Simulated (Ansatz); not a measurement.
**CH5GaSeSi: how energies converge with the basis set**

The task here is to estimate one member of a computed series from the others.

Computed with Ansatz 0.2.0, Gaussian basis. Level: one geometry, several basis sets.

Plan: PBE0-D4/def2-SVP; ωB97M-V/def2-SVP; PBE0-D4/def2-QZVPP; ωB97M-V/def2-QZVPP; the functionals' def2-TZVPP values are taken from earlier runs.

### The relaxed structure

All runs share one geometry, relaxed beforehand with PBE0-D4 in a triple-zeta def2 set.

SMILES `[SiH3][CH]1[GaH][Se]1`, 9 atoms, charge 0, spin multiplicity 1.

Atoms are counted from 1 here; the program's logs count them from 0.

Bond lengths: Si1–C2 1.851 Å, Si1–H5 1.488 Å, Si1–H6 1.491 Å, Si1–H7 1.489 Å, C2–Ga3 1.939 Å, C2–Se4 2.066 Å, C2–H8 1.088 Å, Ga3–Se4 2.282 Å, Ga3–H9 1.533 Å. Angles: C2–Si1–H5 112.0°, C2–Si1–H6 110.1°, C2–Si1–H7 109.1°, H5–Si1–H6 108.7°, H5–Si1–H7 108.4°, H6–Si1–H7 108.5°, Si1–C2–Ga3 121.5°, Si1–C2–Se4 112.5°, Si1–C2–H8 116.3°, Ga3–C2–Se4 69.4°, Ga3–C2–H8 116.6°, Se4–C2–H8 110.2°, C2–Ga3–Se4 57.9°, C2–Ga3–H9 156.6°, Se4–Ga3–H9 145.5°, C2–Se4–Ga3 52.7°.

The first run:

The input, in.yaml:

```yaml
crystal:
  periodic: [false, false, false]
  atoms:
    - {symbol: Si, position_ang: [-0.245907, 1.140386, -0.721173]}
    - {symbol: C, position_ang: [-0.471316, -0.558630, -0.022577]}
    - {symbol: Ga, position_ang: [0.642326, -1.215271, 1.422840]}
    - {symbol: Se, position_ang: [0.930416, -1.898859, -0.735541]}
    - {symbol: H, position_ang: [-0.335525, 1.149173, -2.206919]}
    - {symbol: H, position_ang: [-1.284392, 2.060460, -0.174454]}
    - {symbol: H, position_ang: [1.094723, 1.655216, -0.328915]}
    - {symbol: H, position_ang: [-1.469946, -0.983494, -0.099931]}
    - {symbol: H, position_ang: [1.139622, -1.348981, 2.866669]}
basis:
  gaussian: {orbitals: def2-SVP}
hamiltonian: {xc: pbe0, dispersion: d4}
output: {orbitals: {seedname: orbitals}}
```

On the command line:

```console
$ ansatz run in.yaml --threads 4 --pin off --events-out ev --progress --plain --max-ram 10444MiB
```

Steps of the session up to this table: PBE0-D4 in def2-SVP; ωB97M-V in def2-SVP; PBE0-D4 in def2-QZVPP; ωB97M-V in def2-QZVPP.

One of the session's tables, all rows but one given; the rest of the session is left out.

It belongs to the step «Density functionals: the series». 

| functional | basis | HOMO (eV) | LUMO (eV) |
| --- | --- | --- | --- |
| PBE0-D4 | def2-SVP | -6.57 | -1.60 |
| PBE0-D4 | def2-TZVPP | -6.62 | -1.67 |
| PBE0-D4 | def2-QZVPP | -6.63 | -1.70 |
| ωB97M-V | def2-SVP | ? | ? |
| ωB97M-V | def2-TZVPP | -8.71 | 0.00 |
| ωB97M-V | def2-QZVPP | -8.72 | -0.12 |

Estimate the missing values for ωB97M-V, def2-SVP.

**Answer.** HOMO (eV): -8.63; LUMO (eV): 0.12. In the column «HOMO (eV)» it lies between ωB97M-V, def2-TZVPP (-8.71) and PBE0-D4, def2-QZVPP (-6.63).
